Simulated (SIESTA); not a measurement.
Runs of SIESTA 5.4.2 on Ag. The cell holds a slab with vacuum, 5 atoms: a = 2.889 Å, b = 2.889 Å, c = 24.437 Å, α = 90.00°, β = 90.00°, γ = 120.00°. 

```csv
level,potentials or basis,gap on the mesh (eV),largest force (eV/Å)
WC,"PseudoDojo 0.4 standard (PBEsol files), DZP (energy shift 0.003 Ry; two zetas on semicore shells)",none,0.14
RPBE,"PseudoDojo 0.4 standard (PBE files), DZP (energy shift 0.003 Ry; two zetas on semicore shells)",none,0.36
revPBE,"PseudoDojo 0.4 standard (PBE files), DZP (energy shift 0.003 Ry; two zetas on semicore shells)",none,(a)
BLYP,"PseudoDojo 0.4 standard (PBE files), DZP (energy shift 0.003 Ry; two zetas on semicore shells)",none,0.48
PW91,"PseudoDojo 0.4 standard (PBE files), DZP (energy shift 0.003 Ry; two zetas on semicore shells)",none,(b)
```

Alike in all rows: task single point; no spin polarisation; cell as given; k mesh 11 × 11 × 1; smearing fermi-dirac 0.05 eV; grid cutoff 800 Ry; energy shift 0.003 Ry.

Q: Fill in the values left out.

A: (a) 0.31; (b) 0.16.

Caveats: the potentials were made for another functional, which shifts forces and pressure; the basis of atomic orbitals isn't converged, which shifts pressures, moduli and gaps.

A k mesh can miss the band edges, and the runs leave out spin-orbit coupling on Ag.

A gap of «none» marks a metal or a gap under the smearing width.

Runs at the PBE level aren't shown here.
